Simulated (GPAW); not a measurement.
**UBLYP-TS/dzp (scalar-relativistic datasets) run of CHBFN (SMILES N#CBF)**

Aim: a geometry optimisation of CHBFN. Input form: an ASE script.

The calculation is run with GPAW 26.7.0.

2 further runs of the same task are left out: 1 that didn't finish, 1 set aside as unsound or not needed. Runs told in other sessions of the task aren't counted.

## Step 1: The system as given

CHBFN has 5 atoms, charge 0, and is taken as a singlet. SMILES: `N#CBF`. All atoms were displaced at random from a relaxed shape. The run starts from this shape.

Bond lengths: N1–C2 1.146 Å, C2–B3 1.525 Å, B3–F4 1.460 Å, B3–H5 1.123 Å. Angles: N1–C2–B3 161.9°, C2–B3–F4 116.0°, C2–B3–H5 131.2°, F4–B3–H5 110.5°.

## Step 2: A geometry optimisation at UBLYP-TS/dzp (scalar-relativistic datasets)

The input, calc.py:

```python
from ase import Atoms
from ase.calculators.vdwcorrection import vdWTkatchenko09prl
from ase.io import write
from ase.optimize import QuasiNewton
from gpaw import GPAW, setup_paths
from gpaw.analyse.hirshfeld import HirshfeldPartitioning
from gpaw.analyse.vdwradii import vdWradii
from gpaw.atom.configurations import parameters
from gpaw.atom.generator import Generator
from gpaw.mpi import world
from gpaw.utilities.adjust_cell import adjust_cell

# Structure
atoms = Atoms(['N', 'C', 'B', 'F', 'H'],
    positions=[[  0.686643,  -1.236396,   1.514873],
               [  0.218062,  -0.674122,   0.632956],
               [ -0.049080,   0.380042,  -0.436586],
               [ -1.342964,   0.298807,  -1.107511],
               [  0.435661,   1.373970,  -0.633990]])
adjust_cell(atoms, 3.5, h=0.15)

# No datasets are shipped for this functional: make them
for symbol in ['B', 'C', 'F', 'H', 'N']:
    Generator(symbol, xcname='BLYP', scalarrel=True, nofiles=True, txt=None).run(**parameters[symbol])
setup_paths.insert(0, '.')

# GPAW settings
calculator = GPAW(mode='lcao',
                  basis='dzp',
                  h=0.15,
                  xc='BLYP',
                  spinpol=True,
                  convergence={'density': 1e-06},
                  maxiter=100,
                  symmetry='off',
                  legacy_gpaw=True,
                  txt='-')
atoms.calc = vdWTkatchenko09prl(HirshfeldPartitioning(calculator), vdWradii(atoms.get_chemical_symbols(), 'PBE', world=world))

opt = QuasiNewton(atoms, trajectory='mol.traj')
converged = opt.run(fmax=0.03, steps=100)
print('Converged:', converged)
print(f'Final energy: {atoms.get_potential_energy():.5f} eV')
print(f'r(C1-N0) = {atoms.get_distance(1, 0):.4f} Ang')
print(f'r(B2-C1) = {atoms.get_distance(2, 1):.4f} Ang')
write('relaxed.xyz', atoms)
```

Launch:

```
$ python3 calc.py
```

Q: Predict the results. Wanted: energy as printed; dipole moment; HOMO energy; LUMO energy; HOMO–LUMO gap; dispersion energy.

**Answer.** As computed:

Level: UBLYP-TS/dzp (scalar-relativistic datasets).

```
                                              quantity          value
energy as printed (from the program's reference atoms)    -28.9846 eV
                                         dipole moment         2.12 D
                                           HOMO energy       -8.49 eV
                                           LUMO energy       -3.56 eV
                                         HOMO–LUMO gap        4.93 eV
                                     dispersion energy  -14.74 kJ/mol
```

At the final geometry: Bond lengths: N1–C2 1.183 Å, C2–B3 1.552 Å, B3–F4 1.333 Å, B3–H5 1.212 Å. Angles: N1–C2–B3 177.4°, C2–B3–F4 118.2°, C2–B3–H5 121.1°, F4–B3–H5 120.7°. The optimisation took 16 steps and changed the energy by -0.611 eV.
